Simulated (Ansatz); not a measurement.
# triplet BH2Br: levels of theory compared

Wanted: a comparison of 6 runs (UHF/STO-3G, U-revPBE/STO-3G, UB3LYP/STO-3G, UCAM-B3LYP/STO-3G, UPBE/STO-3G, UCCSDT/STO-3G) of triplet BH2Br. 

The calculation is run with Ansatz 0.2.0.

51 further runs of the same task are left out: 2 that didn't finish, 49 set aside as unsound or not needed.

## Step 1: The structure to begin with

BH2Br has 4 atoms, charge 0, and is taken as a triplet. SMILES of the parent species: `[H]B([H])Br`. The coordinates come from a GFN2-xTB relaxation. That shape belongs to the parent species and isn't relaxed for this state.

Bond lengths: B1–Br4 1.842 Å, B1–H2 1.170 Å, B1–H3 1.170 Å. Angles: H2–B1–Br4 119.1°, H3–B1–Br4 119.1°, H2–B1–H3 121.9°.

## Step 2: The energy at UHF/STO-3G (run 1)

Contents of run.yaml:

```yaml
crystal:
  periodic: [false, false, false]
  atoms:
    - {symbol: B, position_ang: [0.091040, 0.150920, -0.000430]}
    - {symbol: H, position_ang: [1.259830, 0.109070, 0.015270]}
    - {symbol: H, position_ang: [-0.490130, 1.165750, -0.019120]}
    - {symbol: Br, position_ang: [-0.860740, -1.425740, 0.004280]}
basis:
  gaussian:
    orbitals: STO-3G
magnetization:
  spin_polarized: true
  initial_magnetization: 2
hamiltonian:
  xc: hf
accuracy: high
```

Run with:

```sh
$ ansatz run run.yaml --threads 1 --pin off --max-ram 2610MiB --events-out events.jsonl --progress --plain --runs-dir runs
```

Output:

```text
Warning: RAYON_NUM_THREADS=1 ignored (pool sized by the plan → 1); use --threads N
Functional definition: HF
  name "HF"
  exchange = exact_x
  correlation = 0
344 factors; integrals over basis functions are off by at most 1.9e-8 eV
mean field evaluation 1: about -69933.0919 eV, gradient 7.0e0 eV
mean field evaluation 2: about -69933.1371 eV, gradient 7.0e0 eV
mean field evaluation 4: about -69933.7297 eV, gradient 1.1e0 eV
mean field evaluation 8: about -69933.8238 eV, gradient 4.1e-4 eV
mean field evaluation 16: about -69933.4685 eV, gradient 1.2e0 eV
mean field evaluation 32: about -69933.6419 eV, gradient 6.1e-1 eV
mean field -69933.82295954 eV, -2570.0205909154 hartree, gradient 2.6e-8 eV, S^2 2.005924; 2 other end points of the search recorded, 0 dependent functions left out
reference -69933.82295954 eV, -2570.0205909154 hartree; 22, 20 occupied and 3, 5 virtual orbitals, 344 factors
Total energy: -69933.82295954 eV, -2570.0205909154 hartree
```

Wall time 0.32 s (1 thread of Arm Neoverse V1, shared host).

## Step 3: A single-point energy at U-revPBE/STO-3G (run 2)

Contents of molecule.yaml:

```yaml
crystal:
  periodic: [false, false, false]
  atoms:
    - {symbol: B, position_ang: [0.091040, 0.150920, -0.000430]}
    - {symbol: H, position_ang: [1.259830, 0.109070, 0.015270]}
    - {symbol: H, position_ang: [-0.490130, 1.165750, -0.019120]}
    - {symbol: Br, position_ang: [-0.860740, -1.425740, 0.004280]}
basis:
  gaussian:
    orbitals: STO-3G
hamiltonian:
  xc: {name: revPBE}
magnetization:
  spin_polarized: true
  initial_magnetization: 2
accuracy: high
```

Run with:

```sh
$ ansatz run molecule.yaml --threads 1 --pin off --max-ram 2610MiB --events-out events.jsonl --progress --plain --runs-dir runs
```

Output:

```text
Warning: RAYON_NUM_THREADS=1 ignored (pool sized by the plan → 1); use --threads N
Functional definition: revPBE
  name "revPBE"
  parameter kappa = 1.245
  parameter beta = 0.06672455060314922
  exchange = pbe_x(kappa = kappa, mu = beta*pi^2/3)
  correlation = pbe_c(beta = beta)
344 factors; integrals over basis functions are off by at most 1.9e-8 eV
mean field evaluation 1: about -69967.9030 eV, gradient 1.2e1 eV
mean field evaluation 2: about -69965.5392 eV, gradient 1.6e1 eV
mean field evaluation 4: about -69969.7775 eV, gradient 3.2e-1 eV
mean field evaluation 8: about -69969.7420 eV, gradient 1.4e-3 eV
mean field evaluation 16: about -69969.7420 eV, gradient 6.2e-8 eV
mean field -69969.74202404 eV, -2571.3405921888 hartree, gradient 6.2e-8 eV, S^2 2.001528; 0 other end points of the search recorded, 0 dependent functions left out
reference -69969.74202594 eV, -2571.3405922586 hartree; 22, 20 occupied and 3, 5 virtual orbitals, 344 factors
Total energy: -69969.74202594 eV, -2571.3405922586 hartree
```

Wall time 1.7 s (1 thread of Arm Neoverse V1, shared host); peak memory 0.12 GiB.

Runs 3 to 5 aren't shown in full; the table further down has their settings and results.

## Step 4: The energy at UCCSDT/STO-3G (run 6)

Contents of in.yaml:

```yaml
crystal:
  periodic: [false, false, false]
  atoms:
    - {symbol: B, position_ang: [0.091040, 0.150920, -0.000430]}
    - {symbol: H, position_ang: [1.259830, 0.109070, 0.015270]}
    - {symbol: H, position_ang: [-0.490130, 1.165750, -0.019120]}
    - {symbol: Br, position_ang: [-0.860740, -1.425740, 0.004280]}
basis:
  gaussian:
    orbitals: STO-3G
magnetization:
  spin_polarized: true
  initial_magnetization: 2
correlation:
  method: ccsdt
  frozen_orbitals: {B: 1, Br: 9, H: 0}
accuracy: high
scf:
  omitted_lower_state_checks: [cluster_reference, increment]
```

Run with:

```sh
$ ansatz run in.yaml --threads 1 --pin off --max-ram 2610MiB --events-out events.jsonl --progress --plain --runs-dir runs
```

Output, cut to the lines that bear on the results:

```text
Warning: RAYON_NUM_THREADS=1 ignored (pool sized by the plan → 1); use --threads N
Functional definition: HF
  name "HF"
[...]
344 factors; integrals over basis functions are off by at most 1.9e-8 eV
[...]
mean field -69933.82295954 eV, -2570.0205909154 hartree, gradient 2.6e-8 eV, S^2 2.005924; 5 other end points of the search recorded, 0 dependent functions left out
10 core orbitals not correlated: weight in the atoms' cores, before any rotation towards them, 1.000 or more for the frozen orbitals, at most 0.000 for the correlated occupied ones
reference -69933.82295954 eV, -2570.0205909154 hartree; 12, 10 occupied and 3, 5 virtual orbitals, 344 factors
second order -0.94963681 eV of doubles, -0.00000000 eV of singles
cycle   1  -1.23886461 eV  change   -2.9e-1 eV  update   5.1e-2
[...]
cycle  24  -1.50791692 eV  change   8.9e-10 eV  update   2.1e-9
Total energy: -69935.33087646 eV, -2570.0760058401 hartree
Checks for a lower state left out: cluster_reference, increment
```

It took 2 s on 1 thread of Arm Neoverse V1, shared host; peak memory 0.093 GiB.

## Step 5: The series

| run | level | frozen core orbitals | energy (Eh) | ⟨S²⟩ | wall time |
| --- | --- | --- | --- | --- | --- |
| 1 | UHF/STO-3G | – | -2570.020591 | 2.006 | 0.32 s |
| 2 | U-revPBE/STO-3G | – | -2571.340592 | 2.002 | 1.7 s |
| 3 | UB3LYP/STO-3G | – | -2571.563872 | 2.001 | 1.8 s |
| 4 | UCAM-B3LYP/STO-3G | – | -2571.614410 | 2.001 | 2.4 s |
| 5 | UPBE/STO-3G | – | -2571.089538 | 2.001 | 1.7 s |
| 6 | UCCSDT/STO-3G | 10 | -2570.076006 | 2.006 | 2 s |

## Step 6: What came out

```
                                           quantity           value
                                run 6: total energy  -2570.07601 Eh
run 6: correlation energy (10 core orbitals frozen)       -55.4 mEh
           run 6: ⟨S²⟩ of the reference determinant           2.006
                               run 6: T1 diagnostic           0.020
```

What this shows: Totals of different functionals can't be ranked against each other. In runs 1, 2, 3, 4, 5, 6 the basis is minimal, so the values are rough. All runs together took 10 s, the longest 2.4 s.
